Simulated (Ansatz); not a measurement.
# H4Sn: the cost of one run

Method: PBE0-D4/def2-TZVP structures, single points in def2-TZVPP, no counterpoise correction; program: Ansatz 0.2.0, Gaussian basis.

Levels: SPW92, PBE-D4, BLYP-D4, r2SCAN-D4, B97M-V, PBE0-D4, B3LYP-D4, r2SCAN0-D4, BHLYP-D4, CAM-B3LYP-D4, wB97X-V, wB97M-V, B2PLYP, PBE-QIDH, RPA on PBE, Hartree-Fock, MP2, CCSD, CCSD(T).

Cores are frozen in the correlated methods. Filled d shells of the heavier atoms are correlated. Core potentials replace the inner electrons past krypton, and spin-orbit coupling is left out. B3LYP uses VWN-RPA correlation. B2PLYP carries no dispersion term here.

88 further runs of the same task are left out: 88 set aside as unsound or not needed.

### 1 The system as given

The complex: 8 atoms, charge 0, spin multiplicity 1.

Atoms are counted from 1 here; the program's logs count them from 0.

Bond lengths: Sn1–H3 1.699 Å, Sn1–H4 1.704 Å, Sn1–H5 1.715 Å, Sn1–H7 1.704 Å, O2–H6 0.960 Å, O2–H8 0.960 Å. Angles: H3–Sn1–H4 111.4°, H3–Sn1–H5 108.3°, H3–Sn1–H7 111.4°, H4–Sn1–H5 107.5°, H4–Sn1–H7 110.6°, H5–Sn1–H7 107.4°, H6–O2–H8 105.4°.

Geometry (Å):

```xyz
8
H6OSn
Sn    1.2109   -0.2252    0.2293
O    -1.8683    0.0350   -0.4013
H     0.6826   -1.7760   -0.2208
H     0.4133    0.3210    1.6329
H     2.8858   -0.3097    0.5887
H    -2.0148    0.6408   -1.1317
H     1.0174    0.8905   -1.0446
H    -2.3268    0.4238    0.3474
```

Its parts: SnH₄ holds atoms 1, 3, 4, 5, 7; H₂O holds atoms 2, 6, 8. Each part counts its atoms afresh in its own runs.

### 2 Relaxing SnH₄ alone

Input file relax-a/in.yaml:

```yaml
crystal:
  periodic: [false, false, false]
  atoms:
    - {symbol: Sn, position_ang: [1.210894, -0.225180, 0.229323]}
    - {symbol: H, position_ang: [0.682626, -1.776016, -0.220799]}
    - {symbol: H, position_ang: [0.413325, 0.320967, 1.632872]}
    - {symbol: H, position_ang: [2.885766, -0.309698, 0.588706]}
    - {symbol: H, position_ang: [1.017380, 0.890477, -1.044557]}
basis:
  gaussian: {orbitals: def2-TZVP}
hamiltonian: {xc: pbe0, dispersion: d4}
relax: {f_tol: 0.005, max_steps: 200}
```

Launch:

```console
$ ansatz run in.yaml --threads 2 --pin off --events-out ev --progress --plain --max-ram 4352MiB
```

**Question.** How long does this run take on 2 threads of Arm Neoverse V1, shared host?

About 4.1 s.
